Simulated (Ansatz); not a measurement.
**CH9NSi3: up Jacob's ladder to CCSD(T)**

Aim: compute CH9NSi3 with functionals from several rungs and with coupled cluster. The yardstick is the atomisation energy at the CCSD(T) limit.

Computed with Ansatz 0.2.0, Gaussian basis. Level: functionals in def2-TZVPP, the program's frozen cores in correlated methods.

The runs, in order: PBE-D4, r2SCAN-D4, PBE0-D4, B3LYP-D4, ωB97X-V, ωB97M-V, B2PLYP; CCSD(T)/def2-TZVPP; MP2/def2-QZVPP; extrapolation to the limit.

**1. Structure used throughout**

The geometry comes from an earlier relaxation with PBE0-D4 in a triple-zeta def2 set; it is a stationary point, not always the lowest conformer.

SMILES `N[SiH]1C[SiH2][SiH2]1`, 14 atoms, charge 0, spin multiplicity 1.

Atoms are counted from 1 here; the program's logs count them from 0.

Bond lengths: N1–Si2 1.718 Å, N1–H6 1.007 Å, N1–H7 1.007 Å, Si2–C3 1.889 Å, Si2–Si5 2.361 Å, Si2–H8 1.490 Å, C3–Si4 1.898 Å, C3–H9 1.091 Å, C3–H10 1.097 Å, Si4–Si5 2.346 Å, Si4–H11 1.489 Å, Si4–H12 1.488 Å, Si5–H13 1.487 Å, Si5–H14 1.493 Å. Angles: Si2–N1–H6 119.5°, Si2–N1–H7 121.0°, H6–N1–H7 111.1°, N1–Si2–C3 116.2°, N1–Si2–Si5 126.8°, N1–Si2–H8 105.8°, C3–Si2–Si5 88.4°, C3–Si2–H8 109.8°, Si5–Si2–H8 108.6°, Si2–C3–Si4 97.7°, Si2–C3–H9 116.5°, Si2–C3–H10 108.7°, Si4–C3–H9 117.8°, Si4–C3–H10 107.2°, H9–C3–H10 108.2°, C3–Si4–Si5 88.6°, C3–Si4–H11 111.0°, C3–Si4–H12 114.6° and more.

**2. PBE-D4 (GGA)**

in.yaml

```yaml
crystal:
  periodic: [false, false, false]
  atoms:
    - {symbol: N, position_ang: [-0.964331, 2.255527, 0.543916]}
    - {symbol: Si, position_ang: [-0.553808, 0.587105, 0.575295]}
    - {symbol: C, position_ang: [-0.800308, -0.361729, -1.039895]}
    - {symbol: Si, position_ang: [0.407503, -1.782528, -0.686035]}
    - {symbol: Si, position_ang: [1.616978, -0.333156, 0.707426]}
    - {symbol: H, position_ang: [-1.340911, 2.689356, 1.370878]}
    - {symbol: H, position_ang: [-0.426466, 2.912456, 0.002393]}
    - {symbol: H, position_ang: [-1.392420, -0.017382, 1.648522]}
    - {symbol: H, position_ang: [-1.827535, -0.620003, -1.301137]}
    - {symbol: H, position_ang: [-0.376125, 0.227553, -1.862626]}
    - {symbol: H, position_ang: [-0.259724, -2.873510, 0.076595]}
    - {symbol: H, position_ang: [1.044093, -2.369396, -1.896511]}
    - {symbol: H, position_ang: [2.243221, -0.780229, 1.980035]}
    - {symbol: H, position_ang: [2.616933, 0.436534, -0.090057]}
basis:
  gaussian: {orbitals: def2-TZVPP}
hamiltonian: {xc: pbe, dispersion: d4}
output: {forces: true, orbitals: {seedname: orbitals}}
```

Started as:

```
$ ansatz run in.yaml --threads 4 --pin off --events-out ev --progress --plain --max-ram 10444MiB
```

The runs that follow: r2SCAN-D4 (meta-GGA); PBE0-D4 (hybrid); B3LYP-D4 (hybrid); ωB97X-V (range-separated); ωB97M-V (range-separated); B2PLYP (double hybrid); CCSD(T) in def2-TZVPP; MP2 in def2-QZVPP.

**Question.** What will the summary of the whole plan be? Wanted: atomisation energy, CCSD(T)/CBS; farthest; mean size of error, hybrid; mean size of error, range-separated; gap, smallest and largest; T1 diagnostic; triples share of the correlation energy.

**Answer**, as computed:

```
                               quantity                                          value
        atomisation energy, CCSD(T)/CBS                                      48.340 eV
    functionals within 0.242 eV (0.5 %)  PBE-D4, r2SCAN-D4, PBE0-D4, B3LYP-D4, ωB97M-V
                               farthest                             B2PLYP (-0.792 eV)
             mean size of error, hybrid                                       0.120 eV
    mean size of error, range-separated                                       0.239 eV
              gap, smallest and largest           4.21 eV (PBE-D4), 10.36 eV (ωB97X-V)
                          T1 diagnostic                                         0.0128
triples share of the correlation energy                                          4.0 %
```

**Reading.** PBE-D4 is off by +0.204 eV. Double hybrids carry the basis error of their MP2 part in triple zeta, and no dispersion term here, so their miss is partly the set-up's. Misses under about 0.242 eV are within the doubt on the reference itself, which lacks core-valence correlation, relativity and higher excitations. Hartree-Fock recovers 73 % of the binding; the rest is correlation. The gap grows from 4.2 to 10.4 eV across the functionals, mostly with the share of exact exchange.
